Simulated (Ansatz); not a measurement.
# O8Sr8 (2x2x4 SrO rock-salt block): the cost of one run

Method: the settings change from run to run; program: Ansatz 0.2.0, Gaussian basis.

8 further runs of the same task are left out: 7 that didn't finish, 1 set aside as unsound or not needed. Runs told in other sessions of the task aren't counted.

## Step 1: The molecule

The geometry comes from an earlier relaxation with r2SCAN-D4/def2-SVP; it is a stationary point, not always the lowest conformer. Sr takes a core potential in def2 sets; no spin-orbit term is included.

16 atoms, charge 0, spin multiplicity 1.

Atoms are counted from 1 here; the program's logs count them from 0.

Bond lengths: Sr1–O2 2.369 Å, Sr1–O5 2.290 Å, Sr1–O9 2.290 Å, O2–Sr3 2.453 Å, O2–Sr6 2.436 Å, O2–Sr10 2.436 Å, Sr3–O4 2.379 Å, Sr3–O7 2.436 Å, Sr3–O11 2.436 Å, O4–Sr8 2.290 Å, O4–Sr12 2.290 Å, O5–Sr6 2.379 Å, O5–Sr13 2.290 Å, Sr6–O7 2.453 Å, Sr6–O14 2.436 Å, O7–Sr8 2.369 Å, O7–Sr15 2.436 Å, Sr8–O16 2.290 Å and more. Angles: O2–Sr1–O5 87.5°, O2–Sr1–O9 87.5°, O5–Sr1–O9 84.3°, Sr1–O2–Sr3 174.1°, Sr1–O2–Sr6 92.2°, Sr1–O2–Sr10 92.2°, Sr3–O2–Sr6 91.8°, Sr3–O2–Sr10 91.8°, Sr6–O2–Sr10 96.0°, O2–Sr3–O4 169.1°, O2–Sr3–O7 87.9°, O2–Sr3–O11 87.9°, O4–Sr3–O7 84.0°, O4–Sr3–O11 84.0°, O7–Sr3–O11 83.9°, Sr3–O4–Sr8 95.7°, Sr3–O4–Sr12 95.7°, Sr8–O4–Sr12 95.6° and more.

## Step 2: rPW86-PBE/def2-SVP

in.yaml reads:

```yaml
crystal:
  periodic: [false, false, false]
  atoms:
    - {symbol: Sr, position_ang: [-1.205707, -1.198282, -3.612785]}
    - {symbol: O, position_ang: [-1.155232, -1.150032, -1.244665]}
    - {symbol: Sr, position_ang: [-1.281929, -1.278289, 1.201753]}
    - {symbol: O, position_ang: [-1.085089, -1.084591, 3.564441]}
    - {symbol: O, position_ang: [-1.088176, 1.088521, -3.562227]}
    - {symbol: Sr, position_ang: [-1.279752, 1.282734, -1.199151]}
    - {symbol: O, position_ang: [-1.148780, 1.153996, 1.246898]}
    - {symbol: Sr, position_ang: [-1.194440, 1.202588, 3.615075]}
    - {symbol: O, position_ang: [1.081492, -1.088867, -3.564197]}
    - {symbol: Sr, position_ang: [1.277116, -1.283207, -1.201434]}
    - {symbol: O, position_ang: [1.150878, -1.153816, 1.244682]}
    - {symbol: Sr, position_ang: [1.201795, -1.202086, 3.612662]}
    - {symbol: Sr, position_ang: [1.198961, 1.197949, -3.614957]}
    - {symbol: O, position_ang: [1.152545, 1.149686, -1.246951]}
    - {symbol: Sr, position_ang: [1.283977, 1.278578, 1.198873]}
    - {symbol: O, position_ang: [1.092322, 1.085099, 3.561993]}
basis:
  gaussian: {orbitals: def2-SVP}
hamiltonian: {xc: {name: rPW86-PBE}}
scf: {omitted_lower_state_checks: [starts]}
output: {forces: true}
```

Launch:

```
> ansatz run in.yaml --threads 4 --pin off --events-out ev --progress --plain --max-ram 6963MiB
```

**Question.** How long does this run take on 4 threads of Arm Neoverse V1, shared host, and how much memory does it need?

About 75 s, with a peak of 1.3 GiB.
